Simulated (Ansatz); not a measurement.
## CH4ClOSi, SMILES C[SiH]([O])Cl: a rigid torsion scan

Program: the Ansatz DFT code, driven from Python.

`ch4closi_torsion.py`:
```python
# -*- coding: utf-8 -*-
import ansatz as az
from ase import Atoms

atoms = Atoms(["C", "Si", "O", "Cl", "H", "H", "H", "H"], positions=[
    [-0.2181, 0.9316, 0.0313],
    [0.2603, -0.8101, -0.1253],
    [1.8363, -0.9742, 0.4444],
    [-0.9464, -1.9995, 1.0062],
    [-0.2226, 1.2831, 1.0651],
    [0.4136, 1.6299, -0.583],
    [-1.2774, 1.0869, -0.3536],
    [0.2463, -1.2048, -1.5407],
])

first = (
    az.Crystal.molecule_from_ase(atoms).calculation()
    .basis(gaussian="def2-SVP")
    .functional("r2scan0")
    .spin("collinear", total=1)
    .relax(force_tolerance=0.02, max_steps=80)
)
atoms.positions = first.run(threads=1, backend="cpu").report["positions_ang"]

start = atoms.get_dihedral(2, 1, 0, 4)
energies = {}
for turn in range(0, 121, 20):
    turned = atoms.copy()
    turned.set_dihedral(2, 1, 0, 4, start + turn, indices=[0, 4, 5, 6])
    calc = az.Crystal.molecule_from_ase(turned).calculation()
    calc = calc.basis(gaussian="def2-SVP").functional("r2scan0")
    calc = calc.spin("collinear", total=1)
    energies[round((start + turn) % 360)] = calc.run(threads=1, backend="cpu").report["free_energy_ev"]
floor = min(energies.values())
print("dihedral O2-Si1-C0-H4 (deg)   E - E(min) (kJ/mol)")
for angle, e in sorted(energies.items()):
    print(f"{angle:8d} {96.485332 * (e - floor):14.3f}  " + "#" * int(30 * (e - floor) / max(max(energies.values()) - floor, 1e-9)))
```

`python ch4closi_torsion.py` gives:
```text
dihedral O2-Si1-C0-H4 (deg)   E - E(min) (kJ/mol)
      19          4.358  #######################
      39          1.630  ########
      59          0.115
     299          0.000
     319          1.209  ######
     339          4.008  #####################
     359          5.589  ##############################
```

Notes:
- The scan is rigid and the energies are electronic, in a modest basis. With rigid groups the curve can differ much from the relaxed path, the start wasn't checked as a minimum of this torsion, and equivalent turns needn't return to the same energy.
- The species is open-shell (spin multiplicity 2).
- It ran for 2 min on 1 thread of Intel(R) Xeon(R) 6975P-C (Granite Rapids), with other jobs on the host, peak memory 0.39 GiB.
